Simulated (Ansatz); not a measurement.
# C2H8BFSi: basis-set convergence

An exercise on one series of results from a longer session: the logs are not shown, and one member is left open.

Computed with Ansatz 0.2.0, Gaussian basis. Level: one geometry, several basis sets.

Plan: PBE0-D4/def2-SVP; ωB97M-V/def2-SVP; PBE0-D4/def2-QZVPP; ωB97M-V/def2-QZVPP; the functionals' def2-TZVPP values are taken from earlier runs.

## The geometry

The geometry comes from an earlier relaxation with PBE0-D4 in a triple-zeta def2 set; it is a stationary point, not always the lowest conformer.

SMILES `BC[SiH2]CF`, 13 atoms, charge 0, spin multiplicity 1.

Atoms are counted from 1 here; the program's logs count them from 0.

Bond lengths: B1–C2 1.532 Å, B1–H6 1.198 Å, B1–H7 1.198 Å, C2–Si3 1.889 Å, C2–H8 1.095 Å, C2–H9 1.094 Å, Si3–C4 1.896 Å, Si3–H10 1.485 Å, Si3–H11 1.488 Å, C4–F5 1.392 Å, C4–H12 1.095 Å, C4–H13 1.095 Å. Angles: C2–B1–H6 120.6°, C2–B1–H7 120.7°, H6–B1–H7 118.6°, B1–C2–Si3 107.3°, B1–C2–H8 114.9°, B1–C2–H9 115.0°, Si3–C2–H8 103.1°, Si3–C2–H9 104.7°, H8–C2–H9 110.6°, C2–Si3–C4 108.7°, C2–Si3–H10 111.0°, C2–Si3–H11 111.7°, C4–Si3–H10 109.2°, C4–Si3–H11 107.2°, H10–Si3–H11 109.1°, Si3–C4–F5 110.2°, Si3–C4–H12 111.2°, Si3–C4–H13 111.2° and more.

Set-up of the first run:

in.yaml reads:

```yaml
crystal:
  periodic: [false, false, false]
  atoms:
    - {symbol: B, position_ang: [-0.581778, 1.546248, 1.606877]}
    - {symbol: C, position_ang: [-0.739879, 0.850867, 0.250891]}
    - {symbol: Si, position_ang: [0.551658, -0.525535, 0.171813]}
    - {symbol: C, position_ang: [0.444151, -1.364280, -1.525131]}
    - {symbol: F, position_ang: [0.613490, -0.424893, -2.537807]}
    - {symbol: H, position_ang: [0.213222, 2.431044, 1.749115]}
    - {symbol: H, position_ang: [-1.198603, 1.170192, 2.562965]}
    - {symbol: H, position_ang: [-0.493956, 1.471882, -0.617013]}
    - {symbol: H, position_ang: [-1.697722, 0.343095, 0.101029]}
    - {symbol: H, position_ang: [1.920882, 0.018787, 0.360595]}
    - {symbol: H, position_ang: [0.299589, -1.574846, 1.196874]}
    - {symbol: H, position_ang: [-0.529026, -1.846440, -1.668199]}
    - {symbol: H, position_ang: [1.218371, -2.130922, -1.637108]}
basis:
  gaussian: {orbitals: def2-SVP}
hamiltonian: {xc: pbe0, dispersion: d4}
output: {orbitals: {seedname: orbitals}}
```

Among the steps run: PBE0-D4 in def2-SVP; ωB97M-V in def2-SVP; PBE0-D4 in def2-QZVPP; ωB97M-V in def2-QZVPP.

One table of the session follows, with a row left open; its other results are not shown here.

It belongs to the step «Density functionals: the series». 

```
functional       basis  HOMO (eV)
   PBE0-D4    def2-SVP      -8.50
   PBE0-D4  def2-TZVPP      -8.58
   PBE0-D4  def2-QZVPP          ?
   ωB97M-V    def2-SVP     -10.75
   ωB97M-V  def2-TZVPP     -10.85
   ωB97M-V  def2-QZVPP     -10.87
```

Estimate the missing values for PBE0-D4, def2-QZVPP.

As computed: HOMO (eV): -8.60. In the column «HOMO (eV)» it lies between ωB97M-V, def2-SVP (-10.75) and PBE0-D4, def2-TZVPP (-8.58).
